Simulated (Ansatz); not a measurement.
# Ru (hcp type): a relaxation

Aim: a sound relaxation of Ru (hcp type). The structure is shown as the input types it.

Program: Ansatz 0.2.0. Level of theory: DFT, PBEsol, PAW with Ansatz's default frozen-core files, scalar-relativistic. These are calculated values, not measurements.

## (1) The system as given

It takes space group P6_3/mmc (No. 194, hexagonal). The conventional cell has a = 2.668 Å, b = 2.668 Å, c = 4.322 Å, α = 90.00°, β = 90.00°, γ = 120.00°. Around Ru (site symmetry -6m2) lie 12 Ru at 2.65 to 2.67 Å.

Structure file:

```
CELL_PARAMETERS angstrom
2.66793 0.00000 0.00000
-1.33396 2.31049 0.00000
0.00000 0.00000 4.32204
ATOMIC_POSITIONS crystal
Ru 0.33333 0.66667 0.25000
Ru 0.66667 0.33333 0.75000
```

## (2) The calculation

File input.yaml:

```yaml
crystal:
  lattice:
    - [2.6679256712, 0.0, 0.0]
    - [-1.3339628356, 2.3104914067, 0.0]
    - [0.0, 0.0, 4.3220395874]
  atoms:
    - { symbol: Ru, position: [0.3333333333, 0.6666666667, 0.25] }
    - { symbol: Ru, position: [0.6666666667, 0.3333333333, 0.75] }
kpoints:
  mp_grid: { grid: [18, 18, 10] }
scf:
  occupations: { method: fermi_dirac, width: 0.08 }
  convergence: { dr2_threshold: 1.0e-14 }
  max_iter: 75
hamiltonian:
  xc: pbesol
  pseudopotentials: { kind: paw }
output:
  forces: true
  stress: true
relax:
  f_tol: 0.005
  max_steps: 40
  cell: {}
```

Run with:

```bash
$ ansatz run input.yaml --threads 1 --pin off --max-ram 2048MiB --backend cpu --events-out ev --progress --plain --runs-dir out
```

Q: Will this input give a usable result? If not, why, and what should change?

The program finished normally. That alone doesn't make the input a sound one.

In the input, scf.convergence.dr2_threshold is 1.0e-14. The risk: threshold needlessly tight. Once met, so tight a threshold does no harm; it costs cycles.

The test: delete scf.convergence.dr2_threshold (the default then holds).
